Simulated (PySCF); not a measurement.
# BiH5 (Bi(H)5): the cost of one run

Computed with PySCF 2.14.0. Level: PBE, Bi def2-SVP with ECP60, H def2-SVP; scalar-relativistic core potentials, no spin–orbit coupling.

2 further runs of the same task are left out: 1 for a known fault of the program, 1 that didn't finish.

### Step 1. The system as given

6 atoms, charge 0, spin multiplicity 1.

Bond lengths: Bi1–H2 2.040 Å, Bi1–H3 2.040 Å, Bi1–H4 2.040 Å, Bi1–H5 2.040 Å, Bi1–H6 2.040 Å. Angles: H2–Bi1–H3 180.0°, H2–Bi1–H4 90.0°, H2–Bi1–H5 90.0°, H2–Bi1–H6 90.0°, H3–Bi1–H4 90.0°, H3–Bi1–H5 90.0°, H3–Bi1–H6 90.0°, H4–Bi1–H5 120.0°, H4–Bi1–H6 120.0°, H5–Bi1–H6 120.0°.

Coordinates:

```csv
atom,x (Å),y (Å),z (Å)
Bi1,0.00000,0.00000,0.00000
H2,0.00000,0.00000,2.04000
H3,0.00000,0.00000,-2.04000
H4,2.04000,0.00000,0.00000
H5,-1.02000,1.76670,0.00000
H6,-1.02000,-1.76670,0.00000
```

Formal oxidation states: Bi +5.

### Step 2. SCF at the start, singlet

Input file run.py (the lines that set the calculation):

```python
mol = gto.M(atom='''
Bi     0.00000     0.00000     0.00000
H      0.00000     0.00000     2.04000
H      0.00000     0.00000    -2.04000
H      2.04000     0.00000     0.00000
H     -1.02000     1.76670     0.00000
H     -1.02000    -1.76670     0.00000''',
    basis={'Bi': 'def2-SVP', 'H': 'def2-SVP'},
    ecp={'Bi': 'def2-SVP'},
    charge=0, spin=0)
mf = dft.RKS(mol, xc='PBE')
mf.grids.atom_grid = (50, 194)
mf = mf.density_fit()  # fitting sets: Bi def2-universal-JKFIT, H def2-universal-JKFIT
mf.conv_tol = 1e-08; mf.max_cycle = 55
mf.kernel(dm0)  # dm0: free metal ions and neutral atoms
```

The run is started by

```sh
> OMP_NUM_THREADS=2 python run.py
```

Q: Estimate wall time and peak memory on 2 threads of Intel Xeon at 2.60GHz (Ice Lake), shared host.

About 1.3 s, with a peak of 0.32 GiB.
